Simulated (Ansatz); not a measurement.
Consider a check of PAW against all-electron LAPW of CuS, space group Fm-3m (the Python package of Ansatz (0.2.0)).

Contents of `cus.vasp`:
```text
CuS
1.0
   0.00000000    2.43990300    2.43990300
   2.43990300    0.00000000    2.43990300
   2.43990300    2.43990300    0.00000000
Cu S
1 1
Direct
   0.00000000    0.00000000    0.00000000
   0.50000000    0.50000000    0.50000000
```

`cus_paw_lapw.py`
```python
"""PAW against all-electron LAPW for CuS."""

import ansatz as az
from ase.io import read
import numpy as np


def count_gap(report):
    # lowest empty less highest filled band, counting bands; zero where they overlap
    return max(report.get("gap_by_band_count_ev") or 0.0, 0.0)

atoms = read("cus.vasp", format="vasp")
system = az.Crystal.from_ase(atoms)

calculation = (
    system.calculation()
    .functional("LDA")
    .kpoints(6, 6, 6)
    .occupations(az.OccupationsMethod.COLD)
    .scf(max_iterations=60)
    .stress()
    .forces()
    .band_table()
)
variants = {
    "PAW": calculation.pseudopotentials("paw"),
    "LAPW": calculation.pseudopotentials("all_electron", lapw=True),
}
# totals differ by the cores that each treatment holds, so compare what does not depend on them
rows = []
for label, variant in variants.items():
    data = variant.run(threads=1).report
    levels = np.array(data["eigenvalues_ev"][0]) - data["fermi_energy_ev"]
    print(label, "levels at the first k-point near E_F:", np.round(levels[np.abs(levels) < 5], 3))
    rows.append((label, data["n_electrons"], np.trace(data["stress_gpa"]) / 3, count_gap(data)))
print("     treatment  electrons in bands           P GPa  gap by band count eV")
for row in rows:
    print(f"{str(row[0]):>14s}  {row[1]:18.1f}  {row[2]:14.3f}  {row[3]:20.3f}")
```

How well do the two treatments of the cores agree on the pressure?

PAW gives -8.898 GPa and LAPW -8.906 GPa, 0.009 GPa apart. They took 0.5 and 3.5 s of processor time.

What the script printed:

Output of `python cus_paw_lapw.py`:
```text
DeckWarning: basis.ecutwfc = 420 eV, auto-derived from the records' recommended cutoffs: set by Cu (normal level)
PAW levels at the first k-point near E_F: [-2.829 -2.829 -2.767 -2.767 -2.767 -0.626 -0.626 -0.626  3.75 ]
LAPW levels at the first k-point near E_F: [-2.829 -2.829 -2.769 -2.769 -2.769 -0.627 -0.627 -0.627  3.753]
     treatment  electrons in bands           P GPa  gap by band count eV
           PAW                25.0          -8.898                 0.000
          LAPW                33.0          -8.906                 0.000
```
(Warnings from the package without file and line.)

Caveats:
- These settings explore the input space; cutoff and mesh may be short of convergence.
- No spin polarisation was allowed.
- For a metal this k-point mesh is coarse: on a finer one energies can move by several to tens of meV an atom and pressures by half a GPa or more, differences at one mesh by less.
- A gap by band count of zero or less means overlapping bands, a metal, and at an odd count of electrons it is no gap at all.
- At these settings the cell as given stands under about -9 GPa, so it isn't at this functional's equilibrium volume.
- This cell is a computed structure, which may not be the phase found in nature.
- Levels are Kohn-Sham eigenvalues on this mesh.
- Pressure is positive in compression; the treatments may keep other shells as core, so totals and counts of electrons can differ.
- It ran for 5 s on 1 thread of Arm Neoverse V2 (shared host), peak memory 0.46 GiB.

(A comment or docstring line of the script was reworded after the run, the code is as it ran; lines on the test bed's own set-up are left out of the output.)
